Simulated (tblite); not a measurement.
# C5H9NO2Si: the cost of one run

The runs use tblite 0.8.0 and PySCF 2.14.0, with density-fitted response routines of our own; the level of theory stands in each step. All values are computed, except where a source is named. Atoms count from 0, in the outputs and in this text.

**1. The molecule as given**

18 atoms, charge 0, multiplicity 1; geometry from: force field or distance geometry start.

Bonds of the start (Å): C0–C1 1.50, C1–O2 1.25, C1–N3 1.42, N3–Si4 1.76, Si4–C5 1.88, C5–C6 1.31, C6–C7 1.45, C7–O8 1.34, O8–Si4 1.72, C0–H9 1.09, C0–H10 1.11, C0–H11 1.10, N3–H12 1.05, Si4–H13 1.45, C5–H14 1.08, C6–H15 1.10, C7–H16 1.12, C7–H17 1.13.

**2. Geometry optimisation with GFN2-xTB**

Job settings and geometry (Å):

```
{"job": {"kind": "relax", "xc": "GFN2-xTB", "basis": "xTB"}, "charge": 0, "multiplicity": 1}
C      3.245600    -0.733000    -0.514600
C      2.104600     0.239700    -0.482100
O      2.268600     1.382900    -0.954800
N      0.894300    -0.189300     0.116100
Si    -0.478800     0.907700     0.208400
C     -1.571800     0.765100    -1.309900
C     -2.617300     0.070400    -0.937200
C     -2.598300    -0.344700     0.456600
O     -1.708400     0.284400     1.243900
H      2.930800    -1.761200    -0.311600
H      3.620600    -0.698500    -1.563300
H      3.998600    -0.381900     0.207100
H      0.795400    -1.154200     0.528400
H     -0.133300     2.284100     0.502200
H     -1.302400     1.212400    -2.250600
H     -3.437600    -0.168000    -1.631500
H     -2.392800    -1.443400     0.494100
H     -3.626600    -0.266100     0.922400
```

Started as:

```console
OMP_NUM_THREADS=1 python probes_run.py task.json out
```

The driver reads the jobs from task.json and runs them one after another.

**Question.** How long does this first job take on 1 thread of Arm Neoverse N1, shared host, and how much memory does it need?

About 1.9 s, with a peak of 0.18 GiB.
